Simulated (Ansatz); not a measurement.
# AlGeH5 (singlet): inputs that go wrong at distance Ge1–Al2 = 2.286 Å

3 inputs are run for AlGeH5 (singlet) as typed; the log has to tell whether the result can be used and what must change.

Method: the settings change from run to run; program: Ansatz 0.2.0, Gaussian basis.

19 further runs of the same task are left out: 2 for a mislabelled method, 11 that didn't finish, 6 set aside as unsound or not needed.

## Step 1: The geometry

The geometry derives from a PBE0/def2-TZVP stationary point (not a proven minimum). One bond is set to the value named and the two fragments are kept rigid. No spin-orbit coupling is included. The filled d shell of Ge may be among the frozen orbitals whatever the setting's name suggests; the logs give the count.

7 atoms, charge 0, spin multiplicity 1.

Atoms are counted from 1 here; the program's logs count them from 0.

Bond lengths: Ge1–Al2 2.286 Å, Ge1–H3 1.541 Å, Ge1–H4 1.543 Å, Ge1–H5 1.543 Å, Al2–H6 1.588 Å, Al2–H7 1.588 Å. Angles: Al2–Ge1–H3 113.9°, Al2–Ge1–H4 111.3°, Al2–Ge1–H5 111.3°, H3–Ge1–H4 106.9°, H3–Ge1–H5 106.9°, H4–Ge1–H5 106.0°, Ge1–Al2–H6 121.3°, Ge1–Al2–H7 119.4°, H6–Al2–H7 119.3°.

## Step 2: Attempt 1

Input file in.yaml:

```yaml
crystal:
  periodic: [false, false, false]
  atoms:
    - {symbol: Ge, position_ang: [0.000000, 0.000902, 0.631988]}
    - {symbol: Al, position_ang: [0.000000, 0.001018, -1.654012]}
    - {symbol: H, position_ang: [0.000000, 1.409028, 1.256922]}
    - {symbol: H, position_ang: [1.232737, -0.738748, 1.193059]}
    - {symbol: H, position_ang: [-1.232737, -0.738748, 1.193059]}
    - {symbol: H, position_ang: [0.000000, 1.358168, -2.478041]}
    - {symbol: H, position_ang: [0.000000, -1.381921, -2.434770]}
basis:
  gaussian: {orbitals: STO-3G}
correlation: {active_space: {window: {electrons: 2, orbitals: 2}, states: [{multiplicity: 1, irrep: 12, weights: [1]}]}}
scf: {lower_state_search: light}
```

Command:

```bash
> ansatz run in.yaml --threads 1 --pin off --events-out ev --progress --plain --max-ram 2393MiB
```

The log of the run:

```text
Functional definition: HF
  name "HF"
  cite "Fock, Z. Phys. 61, 126 (1930) doi:10.1007/BF01340294"
  parent pbe
  exchange = exact_x
  correlation = 0
the irreps are read with x along [-0.000, 1.000, 0.000], y along [0.000, 0.000, -1.000] and z along [-1.000, -0.000, -0.000] of the geometry given
483 factors; integrals over basis functions are off by at most 3.8e-8 eV
mean field evaluation 1: about -62413.2100 eV, gradient 1.3e1 eV
mean field evaluation 2: about -62413.2054 eV, gradient 1.3e1 eV
mean field evaluation 4: about -62414.1061 eV, gradient 7.0e-1 eV
mean field evaluation 8: about -62414.1082 eV, gradient 9.3e-7 eV
mean field -62414.10818237 eV, -2293.6761698999 hartree, gradient 2.5e-6 eV, S^2 0.000000; 0 other end points of the search recorded, 0 dependent functions left out
reference -62414.10818237 eV, -2293.6761698999 hartree; 25, 25 occupied and 7, 7 virtual orbitals, 483 factors
Error: the irrep 12 is not accepted for these orbitals, which take A', A'', or 1 to 2
```

It took 0.12 s on 1 thread of AMD EPYC 9R45, shared host.

Diagnosis: The run stopped with an error. The symmetry label isn't in the molecule's group. To mend it, name an irrep that the log lists.

## Step 3: Attempt 2

Input file in.yaml:

```yaml
crystal:
  periodic: [false, false, false]
  atoms:
    - {symbol: Ge, position_ang: [0.000000, 0.000902, 0.631988]}
    - {symbol: Al, position_ang: [0.000000, 0.001018, -1.654012]}
    - {symbol: H, position_ang: [0.000000, 1.409028, 1.256922]}
    - {symbol: H, position_ang: [1.232737, -0.738748, 1.193059]}
    - {symbol: H, position_ang: [-1.232737, -0.738748, 1.193059]}
    - {symbol: H, position_ang: [0.000000, 1.358168, -2.478041]}
    - {symbol: H, position_ang: [0.000000, -1.381921, -2.434770]}
basis:
  gaussian: {orbitals: "6-31G*", point_charges: [{charge: -0.50, position_ang: [5.210, 0.881, -0.931]}]}
magnetization: {spin_polarized: false}
correlation: {method: mrci, electrons: all}
```

Same command.

The log of the run:

```text
Error: YAML parse error: error: line 14 column 23: unknown variant `mrci`, expected one of mp2, rpa, ccsd, ccsd_t, bccd, bccd_t, ccsdt, ccsdt_q, ccsdt_q_b, ccsdtq, fci, sc_nevpt2, fic_nevpt4_sd, fic_mrcisd_q, fic_mrcisd_q_relaxed
  --> <input>:14:23
   |
12 |   gaussian: {orbitals: "6-31G*", point_charges: [{charge: -0.50, position_ang: [5.210, …
13 | magnetization: {spin_polarized: false}
14 | correlation: {method: mrci, electrons: all}
   |                       ^ unknown variant `mrci`, expected one of mp2, rpa, ccsd, ccsd_t, bccd, bccd_t, ccsdt, ccsdt_q, ccsdt_q_b, ccsdtq, fci, sc_nevpt2, fic_nevpt4_sd, fic_mrcisd_q, fic_mrcisd_q_relaxed
```

Wall time 0.03 s (1 thread of AMD EPYC 9R45, shared host).

What is wrong: The run was refused. The method's name isn't one that the program knows. Fix: name one from the list in the message.

## Step 4: Attempt 3

Input file in.yaml:

```yaml
crystal:
  periodic: [false, false, false]
  atoms:
    - {symbol: Ge, position_ang: [0.000000, 0.000902, 0.631988]}
    - {symbol: Al, position_ang: [0.000000, 0.001018, -1.654012]}
    - {symbol: H, position_ang: [0.000000, 1.409028, 1.256922]}
    - {symbol: H, position_ang: [1.232737, -0.738748, 1.193059]}
    - {symbol: H, position_ang: [-1.232737, -0.738748, 1.193059]}
    - {symbol: H, position_ang: [0.000000, 1.358168, -2.478041]}
    - {symbol: H, position_ang: [0.000000, -1.381921, -2.434770]}
basis:
  gaussian: {orbitals: cc-pVDZ}
correlation: {active_space: {window: {electrons: 2, orbitals: 2}, states: [{multiplicity: 1, irrep: 12, weights: [1]}]}}
```

Launched as before.

The log of the run:

```text
Functional definition: HF
  name "HF"
  cite "Fock, Z. Phys. 61, 126 (1930) doi:10.1007/BF01340294"
  parent pbe
  exchange = exact_x
  correlation = 0
the irreps are read with x along [-0.000, 1.000, 0.000], y along [0.000, 0.000, -1.000] and z along [-1.000, -0.000, -0.000] of the geometry given
1379 factors; integrals over basis functions are off by at most 2.2e-7 eV
mean field evaluation 1: about -63133.1043 eV, gradient 1.1e1 eV
mean field evaluation 2: about -63133.1069 eV, gradient 1.1e1 eV
mean field evaluation 4: about -63133.8931 eV, gradient 4.9e-1 eV
mean field evaluation 8: about -63133.8946 eV, gradient 1.2e-4 eV
mean field -63133.89457347 eV, -2320.1278318842 hartree, gradient 1.1e-6 eV, S^2 0.000000; 0 other end points of the search recorded, 0 dependent functions left out
reference -63133.89457347 eV, -2320.1278318842 hartree; 25, 25 occupied and 45, 45 virtual orbitals, 1379 factors
Error: the irrep 12 is not accepted for these orbitals, which take A', A'', or 1 to 2
```

Wall time 0.87 s (1 thread of AMD EPYC 9R45, shared host).

What is wrong: The run stopped with an error. The symmetry label isn't in the molecule's group. Cure: name an irrep that the log lists.

## Step 5: Summary

```
attempt                level                ended                                               cause    time
      1   CASSCF(2,2)/STO-3G  stopped by an error    the symmetry label isn't in the molecule's group  0.12 s
      2        'mrci'/6-31G*              refused  the method's name isn't one that the program knows  0.03 s
      3  CASSCF(2,2)/cc-pVDZ  stopped by an error    the symmetry label isn't in the molecule's group  0.87 s
```

2 stopped by an error, 1 refused.
